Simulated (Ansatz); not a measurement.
# UCCSDTQ/STO-3G run of AlF2 (SMILES [F][Al][F])

Aim: the electronic atomisation energy of AlF2 at UCCSDTQ/STO-3G, from 3 runs. 

The calculation is run with Ansatz 0.2.0.

37 further runs of the same task are left out: 1 that didn't finish, 36 set aside as unsound or not needed.

## (1) The structure to begin with

AlF2 has 3 atoms, charge 0, and is taken as a doublet. As SMILES, `[F][Al][F]`. The shape is that of a PBE0-D4/def2-TZVP optimisation.

Bond lengths: F1–Al2 1.647 Å, Al2–F3 1.647 Å. Angles: F1–Al2–F3 119.7°.

## (2) The energy at UCCSDTQ/STO-3G

Contents of input.yaml:

```yaml
crystal:
  periodic: [false, false, false]
  atoms:
    - symbol: F
      position_ang: [0.533000, -1.361200, 0.136400]
    - symbol: Al
      position_ang: [0.388700, 0.275400, 0.245200]
    - symbol: F
      position_ang: [-0.932500, 1.021000, -0.394800]
basis:
  gaussian:
    orbitals: STO-3G
magnetization:
  spin_polarized: true
  initial_magnetization: 1
correlation:
  method: ccsdtq
  frozen_orbitals: {Al: 5, F: 1}
accuracy: high
scf:
  omitted_lower_state_checks: [cluster_reference, increment]
```

Run with:

```
ansatz run input.yaml --threads 1 --pin off --max-ram 2610MiB --events-out events.jsonl --progress --plain --runs-dir runs
```

Log:

```text
Warning: RAYON_NUM_THREADS=1 ignored (pool sized by the plan → 1); use --threads N
[... 11 lines left out ...]
7 core orbitals not correlated: weight in the atoms' cores, before any rotation towards them, 1.000 or more for the frozen orbitals, at most 0.000 for the correlated occupied ones
[... 32 lines left out ...]
Total energy: -11841.61304761 eV, -435.1712529659 hartree
Checks for a lower state left out: cluster_reference, increment
```

Run time: 68 s. Hardware: 1 thread of Arm Neoverse V1, shared host; peak memory 0.5 GiB.

## (3) The Al atom

Contents of run.yaml:

```yaml
basis:
  gaussian: {orbitals: STO-3G}
crystal:
  periodic: [false, false, false]
  atoms:
    - {symbol: Al, position_ang: [0.000000, 0.000000, 0.000000]}
magnetization: {spin_polarized: true, initial_magnetization: 1}
correlation: {method: ccsdtq, frozen_orbitals: {Al: 5}}
accuracy: high
scf: {omitted_lower_state_checks: [cluster_reference, increment]}
```

Run the same way, it converges to -238.88392 Eh (log not shown).

## (4) The F atom

Contents of input.yaml:

```yaml
crystal:
  periodic: [false, false, false]
  atoms:
    - symbol: F
      position_ang: [0.000000, 0.000000, 0.000000]
basis:
  gaussian:
    orbitals: STO-3G
magnetization:
  spin_polarized: true
  initial_magnetization: 1
correlation:
  method: ccsdtq
  frozen_orbitals: {F: 1}
accuracy: high
scf:
  omitted_lower_state_checks: [cluster_reference, increment]
```

Run the same way, it converges to -97.98651 Eh (log not shown).

## (5) What came out

Level: UCCSDTQ/STO-3G, 7 core orbitals frozen.

| quantity | value |
| --- | --- |
| molecule: total energy | -435.17125 Eh |
| molecule: correlation energy (7 core orbitals frozen) | -68.5 mEh |
| molecule: ⟨S²⟩ of the reference determinant | 0.758 |
| molecule: T1 diagnostic | 0.020 |
| Al atom: total energy | -238.88392 Eh |
| Al atom: correlation energy (5 core orbitals frozen) | -25.6 mEh |
| Al atom: ⟨S²⟩ of the reference determinant | 0.750 |
| Al atom: T1 diagnostic | 0.000 |
| F atom: total energy | -97.98651 Eh |
| F atom: correlation energy (1 core orbital frozen) | 0.0 mEh |
| F atom: ⟨S²⟩ of the reference determinant | 0.750 |
| F atom: T1 diagnostic | 0.000 |
| electronic atomisation energy | 8.553 eV |

In words: Taking the molecule apart into free atoms costs 8.55 eV (197 kcal/mol), before zero-point energy and without spin-orbit coupling. In a minimal basis such a difference can be off by several eV, whatever the method.
